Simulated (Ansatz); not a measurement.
# CoHO2: the cost of one run

Computed with Ansatz 0.2.0, Gaussian basis. Level: def2-SVP, core rule «outside noble gas», up to 11 orbitals frozen.

Plan: UHF; CCSD(T) on ROHF; CCSD(T) on UHF; CISD as a restricted active space (open shells left free, so some higher excitations enter); CCSDT(Q) on ROHF; CCSDT(Q) on UHF.

5 further runs of the same task are left out: 1 that didn't finish, 4 set aside as unsound or not needed. Runs told in other sessions of the task aren't counted.

## (1) What is computed

The geometry is a PBE0/def2-TZVP stationary point (not a proven minimum) of the parent state, kept for this charge and spin.

4 atoms, charge 1, spin multiplicity 2.

Atoms are counted from 1 here; the program's logs count them from 0.

Bond lengths: Co1–O2 1.711 Å, Co1–O3 1.599 Å, Co1–H4 1.462 Å. Angles: O2–Co1–O3 162.8°, O2–Co1–H4 104.5°, O3–Co1–H4 92.8°.

## (2) UHF

File in.yaml:

```yaml
crystal:
  periodic: [false, false, false]
  atoms:
    - {symbol: Co, position_ang: [0.000000, -0.070044, 0.018767]}
    - {symbol: O, position_ang: [0.000000, 0.160190, -1.676458]}
    - {symbol: O, position_ang: [0.000000, 0.193723, 1.595363]}
    - {symbol: H, position_ang: [0.000000, -1.522403, 0.189965]}
basis:
  gaussian: {orbitals: def2-SVP}
total_charge: 1
magnetization: {spin_polarized: true, initial_magnetization: 1}
hamiltonian: {xc: hf}
output: {orbitals: {seedname: orbitals}}
```

Started as:

```console
$ ansatz run in.yaml --threads 1 --pin off --events-out ev --progress --plain --max-ram 4096MiB --backend cpu
```

Q: Estimate wall time and peak memory on 1 thread of AMD EPYC 7R13, shared host.

About 35 s, with a peak of 0.29 GiB.
